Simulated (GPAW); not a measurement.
BaPbO3, 10 atoms in the cell. Symmetry: Imma, No. 74, orthorhombic system. Conventional cell: a = 6.007 Å, b = 8.476 Å, c = 6.063 Å, α = 90.00°, β = 90.00°, γ = 90.00°. Pb (site symmetry 2/m) is surrounded by 6 O at 2.14 to 2.15 Å. Ba (site symmetry mm2) has 7 O at 2.72 to 3.02 Å as nearest neighbours. O (site symmetry mm2) is surrounded by 2 Pb at 2.14 Å. Around O (site symmetry 2) lie 2 Pb at 2.15 Å. 

```yaml
Program: GPAW 26.7.0
Task: band structure
Functional: LDA
Potentials_or_basis: the program's PAW data sets (release 1.2.1) made for this functional
Cutoff: 800 eV
Basis: pw
k_mesh: 4 × 4 × 4
Occupations: fermi-dirac, width 0.05 eV
Spin: no spin polarisation
Maxiter: 150
Band_path: GXLTWRX1ZGYSW,L1Y,Y1Z
Band_points: 80
```

Potentials or basis: the program's PAW data sets (release 1.2.1) made for this functional, pw.

Launch:

```sh
$ OMP_NUM_THREADS=1 python run.py
```

Hardware: 1 thread of Intel(R) Xeon(R) 6975P-C (Granite Rapids), on a shared host.

Q: How long does it take, and how much memory?

A: Wall time 11 min on 1 thread of Intel(R) Xeon(R) 6975P-C (Granite Rapids), on a shared host, peak memory 1.9 GiB. Counts: scf iterations 18, plane waves 7952, bands 67, k points 24.
